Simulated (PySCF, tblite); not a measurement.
# C₃H₅F₂O₂Si radical: geometry, infrared bands and EPR parameters

What infrared bands and EPR parameters should C₃H₅F₂O₂Si radical (`FC(F)O/C=C\O[SiH2]`) show?

Computed with tblite 0.8.0 and PySCF 2.14.0, with density-fitted response routines of our own, on a single molecule in the gas phase. Atoms are numbered from 0 throughout.

## Step 1: The starting structure

13 atoms, charge 0, multiplicity 2; geometry from: force field or distance geometry start.

Bonds of the start (Å): F0–C1 1.39, C1–F2 1.37, C1–O3 1.40, O3–C4 1.37, C4–C5 1.34, C5–O6 1.38, O6–Si7 1.72, C1–H8 1.12, C4–H9 1.09, C5–H10 1.08, Si7–H11 1.47, Si7–H12 1.49.

## Step 2: Optimising the geometry with GFN2-xTB

Job settings and geometry (Å):

```
{"job": {"kind": "relax", "xc": "GFN2-xTB", "basis": "xTB"}, "charge": 0, "multiplicity": 2}
F     -1.792700    -1.976800     1.387700
C     -1.891200    -0.798600     0.658600
F     -2.426600     0.149600     1.483800
O     -0.689900    -0.365400     0.079200
C     -0.514100     0.768800    -0.674900
C      0.646400     1.419200    -0.510500
O      1.516800     0.867900     0.408200
Si     2.754800    -0.278100     0.065400
H     -2.563400    -1.052400    -0.195200
H     -1.262400     1.126800    -1.378600
H      0.872100     2.320900    -1.069000
H      2.608300    -0.769900    -1.310500
H      2.737400    -1.411500     1.038100
```

The run is started by

```console
OMP_NUM_THREADS=1 python probes_run.py task.json out
```

This one command runs all jobs of the session in turn.

**Question.** This job is followed by: GFN2-xTB harmonic vibrations, gas phase; UKS B3LYP, pcH-1 on C F H O Si, non-relativistic, mean-field spin-orbit, GIAO. What will the session give for the following? strongest single infrared mode (GFN2-xTB); zero-point energy (GFN2-xTB); g(iso) (B3LYP); ⟨S²⟩; largest a(iso) (averaged by class); surface potential, 1st and 99th percentile.

As calculated:

| quantity | value |
| --- | --- |
| strongest single infrared mode (GFN2-xTB) | 1155 cm⁻¹, 358 km/mol |
| zero-point energy (GFN2-xTB) | 48.4 kcal/mol |
| g(iso) (B3LYP) | 2.00220 |
| ⟨S²⟩ | 0.751 (exact 0.75) |
| largest a(iso) (averaged by class) | 29Si on Si7, -536.1 MHz |
| surface potential, 1st and 99th percentile | -0.84 V and 1.71 V |

**Reading.** Relaxing lowered the energy by 0.938 eV in 122 steps; the close pair that moved most is O6–Si7, from 1.721 to 1.655 Å. All 33 modes are real, so the xTB geometry is a minimum. The strongest single mode, at 1155 cm⁻¹, moves mainly C1 and O3. GFN2-xTB is a fitted tight-binding method: band positions and strengths are rough. Its intensities can rank the bands wrongly. Most of the unpaired spin sits on Si7 (0.93 e). The isotropic g lies 0.1 ppt below the free-electron value.
